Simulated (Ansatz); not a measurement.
**Br (diamond type): a single-point run**

Aim: a sound single-point run of Br (diamond type). The structure is shown as the input types it.

Method: DFT, LDA, PAW with Ansatz's default frozen-core files, scalar-relativistic, in Ansatz 0.2.0.

## Step 1: The starting structure

The structure is cubic, space group Fd-3m (No. 227). The conventional cell has a = 6.113 Å, b = 6.113 Å, c = 6.113 Å, α = 90.00°, β = 90.00°, γ = 90.00°. Br (site symmetry -43m) is surrounded by 4 Br at 2.65 Å.

Structure file:

```cif
data_structure
_symmetry_space_group_name_H-M 'Fd-3m:1'
_symmetry_Int_Tables_number 227
_cell_length_a 6.1127
_cell_length_b 6.1127
_cell_length_c 6.1127
_cell_angle_alpha 90.000
_cell_angle_beta 90.000
_cell_angle_gamma 90.000
_cell_volume 228.40
loop_
_atom_site_label
_atom_site_type_symbol
_atom_site_symmetry_multiplicity
_atom_site_Wyckoff_symbol
_atom_site_fract_x
_atom_site_fract_y
_atom_site_fract_z
_atom_site_occupancy
Br1 Br 8 b 0.00000 0.50000 0.00000 1
```

## Step 2: Input and run

File input.yaml:

```yaml
crystal:
  lattice:
    - [0.0, 3.056352174, 3.056352174]
    - [3.056352174, 0.0, 3.056352174]
    - [3.056352174, 3.056352174, 0.0]
  atoms:
    - { symbol: Br, position: [-0.125, -0.125, -0.125] }
    - { symbol: Br, position: [0.125, 0.125, 0.125] }
kpoints:
  mp_grid: { grid: [1, 1, 1] }
  band_path:
    path:
      - [0.0, 0.0, 0.0]
      - [0.5, 0.0, 0.5]
      - [0.625, 0.25, 0.625]
      - [0.375, 0.375, 0.75]
      - [0.0, 0.0, 0.0]
      - [0.5, 0.5, 0.5]
      - [0.5, 0.25, 0.75]
      - [0.5, 0.0, 0.5]
    npoints: 8
scf:
  occupations: { method: fermi_dirac, width: 0.08 }
  max_iter: 75
hamiltonian:
  xc: lda
  pseudopotentials: { kind: paw }
output:
  forces: true
  stress: true
  eigenvalues: true
  populations: true
```

The run is started by

```
> ansatz run input.yaml --threads 1 --pin off --max-ram 2048MiB --backend cpu --events-out ev --progress --plain --runs-dir out
```

**Question.** How will this run end, and is anything wrong with its input?

The program finished normally. It gives a pressure of 16 GPa, which is large; a structure far from rest gives such values too, whatever the setting.

In the input, kpoints.mp_grid.grid is [1, 1, 1]. Band dispersion is ignored when only one k-point is used.

To check: set kpoints.mp_grid.grid to [11, 11, 11].
